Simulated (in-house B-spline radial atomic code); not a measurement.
# Sn⁴⁺: binding energies from hole states

Aim: the cost of two holes at once in Sn⁴⁺, against the sum of the two single holes.

Method: Dirac-Hartree-Fock, average of configuration, Fermi nucleus, basis-set limit. Code: in-house B-spline radial atomic code version 1.

## (1) The system

| Item | Value |
| --- | --- |
| element | tin (Z = 50) |
| charge | +4 |
| electrons | 46 |
| configuration | [Kr] 4d10 |
| Hamiltonian | Dirac-Coulomb |
| nucleus | Fermi, rms radius 4.652 fm |

The outer shells:

[Kr] 4d10
```
[Kr] core
4d [↑↓][↑↓][↑↓][↑↓][↑↓]
```

Settings of the run:

```ini
Z = 50
electrons = 46.0
configuration = [Kr] 4d10
hamiltonian = dirac
method = hf
spin_polarised = False
nucleus = fermi
rms_radius = 4.6519
mass_number = 120
atomic_mass = 119.902202557
speed_of_light = 137.035999084
```

This reference run was done before. Its total energy is -6172.901678 hartree, and its levels are (the highest eight at most):

```csv
orbital,occupation,energy (eV),<r> (bohr)
3p3/2,4,-784.42,0.3395
3d3/2,4,-561.67,0.3114
3d5/2,6,-552.81,0.3149
4s1/2,2,-201.89,0.8229
4p1/2,2,-157.59,0.8689
4p3/2,4,-149.67,0.8954
4d3/2,4,-78.015,1.058
4d5/2,6,-76.859,1.070
```

Single holes known from earlier runs (ΔSCF): 2s 4534.96 eV, 2p3/2 3990.08 eV, 3p1/2 814.46 eV, 3p3/2 771.39 eV, 3d5/2 538.55 eV, 4s 198.84 eV, 4d3/2 76.160 eV, 4d5/2 75.073 eV.

## (2) The 2p3/2 and 3p1/2 holes

In configurations, a minus sign after the shell means j = l − 1/2 and a plus sign j = l + 1/2; the count of electrons follows.

Settings: those of step 1 with these lines changed.

```diff
@@ -1,4 +1,4 @@
 Z = 50
-electrons = 46.0
-configuration = [Kr] 4d10
+electrons = 44.0
+configuration = 1s2 2s2 2p-2 2p+3 3s2 3p-1 3p+4 3d10 4s2 4p6 4d10
 hamiltonian = dirac
```

From the run's result record (rounded, not every field):

```text
{
  "status": "converged",
  "scf [iteration, energy, orbital gradient]": [
    [1, -5960.06524172, 1.18],
    [2, -5986.09144369, 0.841],
    [3, -5993.41207735, 0.212],
    [4, -5994.06634351, 0.0572],
    [5, -5994.11445991, 0.0297],
    [6, -5994.12537522, 0.00239],
    [7, -5994.12543548, 8.61e-05],
    [8, -5994.12543562, 1.22e-05],
    [9, -5994.12543562, 1.05e-06],
    [10, -5994.12543562, 1.02e-07]
  ],
  "energy [hartree]": {"total": -5994.12543562, "kinetic": 6318.04611541, "nuclear": -14384.2626259, "coulomb": 2218.53930032, "exact_exchange": -146.448225488},
  "breit [hartree]": {"gaunt": 4.564975, "retardation": -0.4497673, "frequency_dependence": -0.0349354},
  "qed [hartree]": {"self_energy": 3.3361, "uehling": -0.4361448, "wichmann_kroll": 0.009009031},
  "recoil [hartree]": 0.01943576,
  "total_with_corrections [hartree]": -5987.11676252,
  "orbitals [hartree, bohr; first row names the columns]": [
    ["name", "occ", "eps", "<r>"],
    ["1s1/2", 2.0, -1091.0881, 0.029025],
    ["2s1/2", 2.0, -174.48299, 0.12415],
    ["2p1/2", 2.0, -163.99619, 0.10512],
    ["2p3/2", 3.0, -155.55988, 0.11098],
    ["3s1/2", 2.0, -38.695817, 0.33104],
    ["3p1/2", 1.0, -34.463579, 0.32252],
    ["3p3/2", 4.0, -32.573144, 0.33066],
    ["3d3/2", 4.0, -24.544303, 0.29928],
    ["3d5/2", 6.0, -24.307799, 0.3032],
    ["4s1/2", 2.0, -9.4310675, 0.78593],
    ["4p1/2", 2.0, -7.7339281, 0.81873],
    ["4p3/2", 4.0, -7.4260687, 0.84242],
    ["4d3/2", 4.0, -4.6365599, 0.94231],
    ["4d5/2", 6.0, -4.5779807, 0.95279]
  ],
  "sum_r [bohr^k]": {"-1": 287.6883, "1": 22.23803, "2": 18.63185},
  "energy_minus_base [hartree]": 178.776243,
  "energy_minus_base_with_corrections [hartree]": 178.474338
}
```

It took 0.87 s on 1 thread, shared host.

energy_minus_base is the energy less that of the reference run.

## (3) The 4s and 4d5/2 holes

Settings: those of step 2 with these lines changed.

```diff
@@ -2,3 +2,3 @@
 electrons = 44.0
-configuration = 1s2 2s2 2p-2 2p+3 3s2 3p-1 3p+4 3d10 4s2 4p6 4d10
+configuration = 1s2 2s2 2p6 3s2 3p6 3d10 4s1 4p6 4d-4 4d+5
 hamiltonian = dirac
```

Results of the run:

```text
{
  "status": "converged",
  "scf [iteration, energy, orbital gradient]": [
    [1, -6141.86386666, 0.96],
    [2, -6158.01313609, 0.448],
    [3, -6161.71649277, 0.132],
    [4, -6162.04910601, 0.0436],
    [5, -6162.0768035, 0.0147],
    [6, -6162.08212365, 0.00152],
    [7, -6162.08215405, 4.85e-05],
    [8, -6162.08215411, 4.16e-06],
    [9, -6162.08215411, 5.92e-07],
    [10, -6162.08215411, 9.3e-08]
  ],
  "energy [hartree]": {"total": -6162.08215411, "kinetic": 6488.67597405, "nuclear": -14818.5354734, "coulomb": 2326.12498773, "exact_exchange": -158.347642488},
  "breit [hartree]": {"gaunt": 4.921106, "retardation": -0.5028663, "frequency_dependence": -0.04299682},
  "qed [hartree]": {"self_energy": 3.331302, "uehling": -0.4340727, "wichmann_kroll": 0.008968207},
  "recoil [hartree]": 0.01918162,
  "total_with_corrections [hartree]": -6154.78153208,
  "orbitals [hartree, bohr; first row names the columns]": [
    ["name", "occ", "eps", "<r>"],
    ["1s1/2", 2.0, -1082.7712, 0.029048],
    ["2s1/2", 2.0, -169.69513, 0.12493],
    ["2p1/2", 2.0, -158.29144, 0.1059],
    ["2p3/2", 4.0, -149.76799, 0.11123],
    ["3s1/2", 2.0, -36.876376, 0.33759],
    ["3p1/2", 2.0, -32.221541, 0.32846],
    ["3p3/2", 4.0, -30.615807, 0.3392],
    ["3d3/2", 4.0, -22.449577, 0.31093],
    ["3d5/2", 6.0, -22.109061, 0.31487],
    ["4s1/2", 1.0, -9.0727754, 0.80876],
    ["4p1/2", 2.0, -7.3143408, 0.8509],
    ["4p3/2", 4.0, -6.9645968, 0.8755],
    ["4d3/2", 4.0, -4.3681322, 0.99509],
    ["4d5/2", 5.0, -4.3146359, 1.0051]
  ],
  "sum_r [bohr^k]": {"-1": 296.3737, "1": 21.80512, "2": 18.62368},
  "energy_minus_base [hartree]": 10.8195241,
  "energy_minus_base_with_corrections [hartree]": 10.809568
}
```

It took 0.86 s on 1 thread, shared host.

## (4) The 2s and 3p1/2 holes

Settings: those of step 3 with these lines changed.

```diff
@@ -2,3 +2,3 @@
 electrons = 44.0
-configuration = 1s2 2s2 2p6 3s2 3p6 3d10 4s1 4p6 4d-4 4d+5
+configuration = 1s2 2s1 2p6 3s2 3p-1 3p+4 3d10 4s2 4p6 4d10
 hamiltonian = dirac
```

Results of the run:

```text
{
  "status": "converged",
  "scf [iteration, energy, orbital gradient]": [
    [1, -5940.35626322, 1.18],
    [2, -5966.21184469, 0.837],
    [3, -5973.45872063, 0.211],
    [4, -5974.1078084, 0.0572],
    [5, -5974.15577556, 0.0296],
    [6, -5974.16659913, 0.00237],
    [7, -5974.16665853, 7.8e-05],
    [8, -5974.16665865, 1.17e-05],
    [9, -5974.16665865, 9.85e-07],
    [10, -5974.16665865, 9.1e-08]
  ],
  "energy [hartree]": {"total": -5974.16665865, "kinetic": 6277.56998912, "nuclear": -14330.2570979, "coulomb": 2224.18747797, "exact_exchange": -145.667027874},
  "breit [hartree]": {"gaunt": 4.634893, "retardation": -0.481769, "frequency_dependence": -0.04516682},
  "qed [hartree]": {"self_energy": 3.172437, "uehling": -0.4140654, "wichmann_kroll": 0.008558447},
  "recoil [hartree]": 0.0183812,
  "total_with_corrections [hartree]": -5967.27338975,
  "orbitals [hartree, bohr; first row names the columns]": [
    ["name", "occ", "eps", "<r>"],
    ["1s1/2", 2.0, -1090.1364, 0.029045],
    ["2s1/2", 1.0, -174.89848, 0.12474],
    ["2p1/2", 2.0, -163.12089, 0.10528],
    ["2p3/2", 4.0, -154.6058, 0.1104],
    ["3s1/2", 2.0, -38.581091, 0.33123],
    ["3p1/2", 1.0, -34.395246, 0.32298],
    ["3p3/2", 4.0, -32.570216, 0.33137],
    ["3d3/2", 4.0, -24.500419, 0.29979],
    ["3d5/2", 6.0, -24.330125, 0.30316],
    ["4s1/2", 2.0, -9.411469, 0.78696],
    ["4p1/2", 2.0, -7.7226325, 0.81962],
    ["4p3/2", 4.0, -7.4263076, 0.84254],
    ["4d3/2", 4.0, -4.6311303, 0.94337],
    ["4d5/2", 6.0, -4.5818784, 0.95233]
  ],
  "sum_r [bohr^k]": {"-1": 286.608, "1": 22.2348, "2": 18.64175},
  "energy_minus_base [hartree]": 198.73502,
  "energy_minus_base_with_corrections [hartree]": 198.31771
}
```

Wall time 0.87 s (1 thread, shared host).

## (5) The 3p3/2 and 4d3/2 holes

Settings: those of step 4 with these lines changed.

```diff
@@ -2,3 +2,3 @@
 electrons = 44.0
-configuration = 1s2 2s1 2p6 3s2 3p-1 3p+4 3d10 4s2 4p6 4d10
+configuration = 1s2 2s2 2p6 3s2 3p-2 3p+3 3d10 4s2 4p6 4d-3 4d+6
 hamiltonian = dirac
```

Results of the run:

```text
{
  "status": "converged",
  "scf [iteration, energy, orbital gradient]": [
    [1, -6116.62199933, 1.06],
    [2, -6135.89299268, 0.612],
    [3, -6140.45319372, 0.172],
    [4, -6140.87251079, 0.0492],
    [5, -6140.90676295, 0.0215],
    [6, -6140.913606, 0.00206],
    [7, -6140.91365465, 9.47e-05],
    [8, -6140.91365476, 1.03e-05],
    [9, -6140.91365476, 1.08e-06],
    [10, -6140.91365476, 7.17e-08]
  ],
  "energy [hartree]": {"total": -6140.91365476, "kinetic": 6468.13992101, "nuclear": -14752.0310406, "coulomb": 2298.90888699, "exact_exchange": -155.931422174},
  "breit [hartree]": {"gaunt": 4.884753, "retardation": -0.4964255, "frequency_dependence": -0.0415312},
  "qed [hartree]": {"self_energy": 3.337443, "uehling": -0.4351496, "wichmann_kroll": 0.008990003},
  "recoil [hartree]": 0.01919265,
  "total_with_corrections [hartree]": -6133.63638255,
  "orbitals [hartree, bohr; first row names the columns]": [
    ["name", "occ", "eps", "<r>"],
    ["1s1/2", 2.0, -1084.1331, 0.029045],
    ["2s1/2", 2.0, -170.80153, 0.12484],
    ["2p1/2", 2.0, -159.43835, 0.10582],
    ["2p3/2", 4.0, -150.85728, 0.11128],
    ["3s1/2", 2.0, -37.401804, 0.3356],
    ["3p1/2", 2.0, -32.895866, 0.32641],
    ["3p3/2", 3.0, -31.314554, 0.33928],
    ["3d3/2", 4.0, -23.173311, 0.30844],
    ["3d5/2", 6.0, -22.77265, 0.31127],
    ["4s1/2", 2.0, -9.1656122, 0.80075],
    ["4p1/2", 2.0, -7.449964, 0.83745],
    ["4p3/2", 4.0, -7.1895372, 0.86067],
    ["4d3/2", 3.0, -4.462542, 0.97415],
    ["4d5/2", 6.0, -4.4193526, 0.98467]
  ],
  "sum_r [bohr^k]": {"-1": 295.0437, "1": 21.95735, "2": 18.61213},
  "energy_minus_base [hartree]": 31.9880234,
  "energy_minus_base_with_corrections [hartree]": 31.9547175
}
```

Run time: 0.86 s. Hardware: 1 thread, shared host.

## (6) The 4s and 4s holes

Settings: those of step 5 with these lines changed.

```diff
@@ -2,3 +2,3 @@
 electrons = 44.0
-configuration = 1s2 2s2 2p6 3s2 3p-2 3p+3 3d10 4s2 4p6 4d-3 4d+6
+configuration = 1s2 2s2 2p6 3s2 3p6 3d10 4p6 4d10
 hamiltonian = dirac
```

Results of the run:

```text
{
  "status": "converged",
  "scf [iteration, energy, orbital gradient]": [
    [1, -6135.64401274, 0.985],
    [2, -6152.89025799, 0.479],
    [3, -6156.99056465, 0.142],
    [4, -6157.3596534, 0.0475],
    [5, -6157.39036313, 0.0162],
    [6, -6157.39624567, 0.00147],
    [7, -6157.39627057, 5.3e-05],
    [8, -6157.39627063, 5.17e-06],
    [9, -6157.39627063, 5.99e-07],
    [10, -6157.39627063, 9.52e-08]
  ],
  "energy [hartree]": {"total": -6157.39627063, "kinetic": 6483.00427509, "nuclear": -14803.669971, "coulomb": 2321.83627044, "exact_exchange": -158.566845127},
  "breit [hartree]": {"gaunt": 4.915538, "retardation": -0.5026163, "frequency_dependence": -0.04307355},
  "qed [hartree]": {"self_energy": 3.32427, "uehling": -0.4332209, "wichmann_kroll": 0.008950806},
  "recoil [hartree]": 0.01914064,
  "total_with_corrections [hartree]": -6150.10728127,
  "orbitals [hartree, bohr; first row names the columns]": [
    ["name", "occ", "eps", "<r>"],
    ["1s1/2", 2.0, -1082.9732, 0.029048],
    ["2s1/2", 2.0, -169.8296, 0.12494],
    ["2p1/2", 2.0, -158.4411, 0.10589],
    ["2p3/2", 4.0, -149.92444, 0.11122],
    ["3s1/2", 2.0, -36.984057, 0.33772],
    ["3p1/2", 2.0, -32.354003, 0.32839],
    ["3p3/2", 4.0, -30.750698, 0.33911],
    ["3d3/2", 4.0, -22.586742, 0.31079],
    ["3d5/2", 6.0, -22.260302, 0.31425],
    ["4p1/2", 2.0, -7.3015798, 0.84948],
    ["4p3/2", 4.0, -6.9961263, 0.87439],
    ["4d3/2", 4.0, -4.4056403, 0.98969],
    ["4d5/2", 6.0, -4.357213, 0.99982]
  ],
  "sum_r [bohr^k]": {"-1": 296.0764, "1": 21.9362, "2": 18.90953},
  "energy_minus_base [hartree]": 15.5054075,
  "energy_minus_base_with_corrections [hartree]": 15.4838188
}
```

It took 0.81 s on 1 thread, shared host.

## (7) The 3d5/2 and 4d3/2 holes

Settings: those of step 6 with these lines changed.

```diff
@@ -2,3 +2,3 @@
 electrons = 44.0
-configuration = 1s2 2s2 2p6 3s2 3p6 3d10 4p6 4d10
+configuration = 1s2 2s2 2p6 3s2 3p6 3d-4 3d+5 4s2 4p6 4d-3 4d+6
 hamiltonian = dirac
```

Results of the run:

```text
{
  "status": "converged",
  "scf [iteration, energy, orbital gradient]": [
    [1, -6124.9697989, 1.06],
    [2, -6144.43276916, 0.619],
    [3, -6149.00170049, 0.184],
    [4, -6149.42264045, 0.053],
    [5, -6149.45688444, 0.02],
    [6, -6149.46375466, 0.00196],
    [7, -6149.46379857, 6.76e-05],
    [8, -6149.46379867, 9.46e-06],
    [9, -6149.46379867, 1.27e-06],
    [10, -6149.46379867, 6.79e-08]
  ],
  "energy [hartree]": {"total": -6149.46379867, "kinetic": 6477.61203469, "nuclear": -14767.4239725, "coulomb": 2296.92334923, "exact_exchange": -156.575210132},
  "breit [hartree]": {"gaunt": 4.917058, "retardation": -0.5021571, "frequency_dependence": -0.04302419},
  "qed [hartree]": {"self_energy": 3.340083, "uehling": -0.4351273, "wichmann_kroll": 0.008989815},
  "recoil [hartree]": 0.0192329,
  "total_with_corrections [hartree]": -6142.15874315,
  "orbitals [hartree, bohr; first row names the columns]": [
    ["name", "occ", "eps", "<r>"],
    ["1s1/2", 2.0, -1083.9306, 0.029049],
    ["2s1/2", 2.0, -170.93286, 0.12486],
    ["2p1/2", 2.0, -159.54187, 0.10587],
    ["2p3/2", 4.0, -150.9727, 0.11115],
    ["3s1/2", 2.0, -37.626527, 0.33515],
    ["3p1/2", 2.0, -33.011443, 0.32601],
    ["3p3/2", 4.0, -31.276373, 0.33684],
    ["3d3/2", 4.0, -23.30218, 0.3077],
    ["3d5/2", 5.0, -22.962305, 0.31411],
    ["4s1/2", 2.0, -9.1773772, 0.79999],
    ["4p1/2", 2.0, -7.456583, 0.83678],
    ["4p3/2", 4.0, -7.2043074, 0.86132],
    ["4d3/2", 3.0, -4.4701062, 0.97262],
    ["4d5/2", 6.0, -4.4195029, 0.98197]
  ],
  "sum_r [bohr^k]": {"-1": 295.3515, "1": 21.96368, "2": 18.60163},
  "energy_minus_base [hartree]": 23.4378795,
  "energy_minus_base_with_corrections [hartree]": 23.4323569
}
```

Wall time 0.86 s (1 thread, shared host).

## (8) What the holes cost

| two holes | ΔSCF (eV) | less the two single holes (eV) |
| --- | --- | --- |
| 2p3/2 and 3p1/2 | 4864.75 | 60.21 |
| 4s and 4d5/2 | 294.41 | 20.50 |
| 2s and 3p1/2 | 5407.86 | 58.43 |
| 3p3/2 and 4d3/2 | 870.44 | 22.89 |
| 4s and 4s | 421.92 | 24.24 |
| 3d5/2 and 4d3/2 | 637.78 | 23.07 |

What this shows: Two holes cost more than the sum of each, because the second electron leaves a more charged ion. The excess runs from 20.5 eV (4s and 4d5/2) to 60.2 eV (2p3/2 and 3p1/2); it tends to be largest where both holes are compact. Values are for the free ion, measured from the vacuum level.
